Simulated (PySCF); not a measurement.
# [Hg(NH3)3]2+: other functionals and bases at one geometry

How far do other levels of theory move the description of [Hg(NH3)3]2+, and what does each cost? It is a constructed species; whether it can be made isn't addressed.

Program: PySCF 2.14.0. Level of theory: several levels, as the steps say, no spin–orbit coupling. These are calculated values, not measurements.

2 further runs of the same task are left out: 1 for a known fault of the program, 1 that didn't finish. Runs told in other sessions of the task aren't counted.

### 1 Starting geometry

13 atoms, charge 2, spin multiplicity 1.

Bond lengths: Hg1–N2 2.283 Å, Hg1–N6 2.283 Å, Hg1–N10 2.283 Å, N2–H3 1.036 Å, N2–H4 1.036 Å, N2–H5 1.035 Å, N6–H7 1.036 Å, N6–H8 1.036 Å, N6–H9 1.035 Å, N10–H11 1.036 Å, N10–H12 1.036 Å, N10–H13 1.035 Å. Angles: N2–Hg1–N6 120.0°, N2–Hg1–N10 120.0°, N6–Hg1–N10 120.0°, Hg1–N2–H3 112.0°, Hg1–N2–H4 112.0°, Hg1–N2–H5 112.6°, H3–N2–H4 106.7°, H3–N2–H5 106.6°, H4–N2–H5 106.6°, Hg1–N6–H7 112.0°, Hg1–N6–H8 112.0°, Hg1–N6–H9 112.6°, H7–N6–H8 106.7°, H7–N6–H9 106.6°, H8–N6–H9 106.6°, Hg1–N10–H11 112.0°, Hg1–N10–H12 112.0°, Hg1–N10–H13 112.6° and more.

Coordinates:

```xyz
13

Hg    0.00000    0.00000    0.00000
N     2.28266    0.00244    0.00000
H     2.67067   -0.47883    0.83101
H     2.67067   -0.47883   -0.83101
H     2.67871    0.95873    0.00000
N    -1.14344    1.97562    0.00000
H    -0.92066    2.55228    0.83101
H    -0.92066    2.55228   -0.83101
H    -2.16964    1.84047    0.00000
N    -1.13922   -1.97806    0.00000
H    -1.75001   -2.07345    0.83101
H    -1.75001   -2.07345   -0.83101
H    -0.50907   -2.79920    0.00000
```

Formal oxidation states: Hg +2. An earlier session relaxed this geometry at PBE, Hg def2-SVP with ECP60, N def2-SVP, H def2-SVP (singlet, point group C3h).

At PBE on the finer grid: E = -322.268301 Eh, HOMO -17.22 eV, LUMO -12.45 eV, Mulliken charge on Hg1 +0.71 e, largest force component 0.004 eV/Å. 

Levels to run: BLYP; M06-L; PBE0; BP86; PBE, TZVP; PBE, x2c-SVP. Hardware: 2 threads of Arm Neoverse V1, shared host.

### 2 BLYP

run.py (the lines that set the calculation) reads:

```python
mol = gto.M(atom='''
Hg     0.00000     0.00000     0.00000
N      2.28266     0.00244     0.00000
H      2.67067    -0.47883     0.83101
H      2.67067    -0.47883    -0.83101
H      2.67871     0.95873     0.00000
N     -1.14344     1.97562     0.00000
H     -0.92066     2.55228     0.83101
H     -0.92066     2.55228    -0.83101
H     -2.16964     1.84047     0.00000
N     -1.13922    -1.97806     0.00000
H     -1.75001    -2.07345     0.83101
H     -1.75001    -2.07345    -0.83101
H     -0.50907    -2.79920     0.00000''',
    basis={'Hg': 'def2-SVP', 'N': 'def2-SVP', 'H': 'def2-SVP'},
    ecp={'Hg': 'def2-SVP'},
    charge=2, spin=0)
mf = dft.RKS(mol, xc='BLYP')
mf.grids.atom_grid = (75, 302)
mf = mf.density_fit()  # fitting sets: Hg def2-universal-JKFIT, N def2-universal-JKFIT, H def2-universal-JKFIT
mf.conv_tol = 1e-08; mf.max_cycle = 55
mf.kernel(dm0)  # dm0: the density of the relaxed state
```

Launch:

```bash
$ OMP_NUM_THREADS=2 python run.py
```

### 3 M06-L

run.py (the lines that set the calculation): that of step 2 with these lines changed.

```diff
@@ -17,3 +17,3 @@
     charge=2, spin=0)
-mf = dft.RKS(mol, xc='BLYP')
+mf = dft.RKS(mol, xc='M06L')
 mf.grids.atom_grid = (75, 302)
```

### 4 PBE0

run.py (the lines that set the calculation): that of step 3 with these lines changed.

```diff
@@ -17,3 +17,3 @@
     charge=2, spin=0)
-mf = dft.RKS(mol, xc='M06L')
+mf = dft.RKS(mol, xc='PBE0')
 mf.grids.atom_grid = (75, 302)
```

### 5 BP86

run.py (the lines that set the calculation): that of step 4 with these lines changed.

```diff
@@ -17,3 +17,3 @@
     charge=2, spin=0)
-mf = dft.RKS(mol, xc='PBE0')
+mf = dft.RKS(mol, xc='B88,P86')
 mf.grids.atom_grid = (75, 302)
```

### 6 PBE, TZVP

Basis: Hg def2-TZVP with ECP60, N def2-TZVP, H def2-TZVP. 

run.py (the lines that set the calculation): that of step 5 with these lines changed.

```diff
@@ -14,6 +14,6 @@
 H     -0.50907    -2.79920     0.00000''',
-    basis={'Hg': 'def2-SVP', 'N': 'def2-SVP', 'H': 'def2-SVP'},
-    ecp={'Hg': 'def2-SVP'},
+    basis={'Hg': 'def2-TZVP', 'N': 'def2-TZVP', 'H': 'def2-TZVP'},
+    ecp={'Hg': 'def2-TZVP'},
     charge=2, spin=0)
-mf = dft.RKS(mol, xc='B88,P86')
+mf = dft.RKS(mol, xc='PBE')
 mf.grids.atom_grid = (75, 302)
@@ -21,2 +21,2 @@
 mf.conv_tol = 1e-08; mf.max_cycle = 55
-mf.kernel(dm0)  # dm0: the density of the relaxed state
+mf.kernel(dm0)  # dm0: free metal ions and neutral atoms
```

### 7 PBE, x2c-SVP

Basis: Hg x2c-SVPall, N x2c-SVPall, H x2c-SVPall. All electrons are treated, with the spin-free X2C Hamiltonian.

run.py (the lines that set the calculation): that of step 6 with these lines changed.

```diff
@@ -14,8 +14,9 @@
 H     -0.50907    -2.79920     0.00000''',
-    basis={'Hg': 'def2-TZVP', 'N': 'def2-TZVP', 'H': 'def2-TZVP'},
-    ecp={'Hg': 'def2-TZVP'},
+    basis={'Hg': 'x2c-SVPall', 'N': 'x2c-SVPall', 'H': 'x2c-SVPall'},
+    nucmod='G',
     charge=2, spin=0)
 mf = dft.RKS(mol, xc='PBE')
-mf.grids.atom_grid = (75, 302)
-mf = mf.density_fit()  # fitting sets: Hg def2-universal-JKFIT, N def2-universal-JKFIT, H def2-universal-JKFIT
+mf.grids.atom_grid = (99, 590)
+mf = mf.density_fit()  # fitting sets: Hg AutoAux, N AutoAux, H AutoAux
+mf = mf.sfx2c1e()
 mf.conv_tol = 1e-08; mf.max_cycle = 55
```

Before running it: what results should come out? Wanted: for each run, HOMO; gap; charge on Hg1; dipole; largest force component.

**Answer**, as computed:

| level | state | HOMO (eV) | gap (eV) | charge on Hg1 (e) | dipole (D) | largest force component (eV/Å) | basis functions | time |
| --- | --- | --- | --- | --- | --- | --- | --- | --- |
| PBE (relaxed here) | singlet | -17.22 | 4.77 | 0.71 | 0.00 | 0.00 | 119 | 19 s |
| BLYP | singlet | -17.08 | 4.69 | 0.68 | 0.00 | 0.18 | 119 | 6.8 s |
| M06-L | singlet | -17.49 | 5.28 | 0.92 | 0.00 | 0.43 | 119 | 12 s |
| PBE0 | singlet | -18.63 | 7.11 | 0.83 | 0.00 | 0.37 | 119 | 6.8 s |
| BP86 | singlet | -17.33 | 4.77 | 0.71 | 0.00 | 0.04 | 119 | 6.4 s |
| PBE, TZVP | singlet | -17.19 | 4.77 | 0.91 | 0.00 | 0.31 | 190 | 16 s |
| PBE, x2c-SVP | singlet | -17.27 | 4.78 | 0.46 | 0.00 | 0.09 | 156 | 45 s |

Times are on 2 threads of Arm Neoverse V1, shared host; the first row also made further properties. The dipole of a charged species depends on the origin, so these sizes hold for this origin alone.

In one basis the HOMO–LUMO gap runs from 4.69 eV (BLYP) to 7.11 eV (PBE0). The largest leftover force, 0.43 eV/Å with M06-L, stands at a geometry relaxed at another level. The Mulliken charge on Hg spans +0.46 to +0.92 e over the levels. Total energies of different levels can't be compared. Spin–orbit coupling is left out throughout.
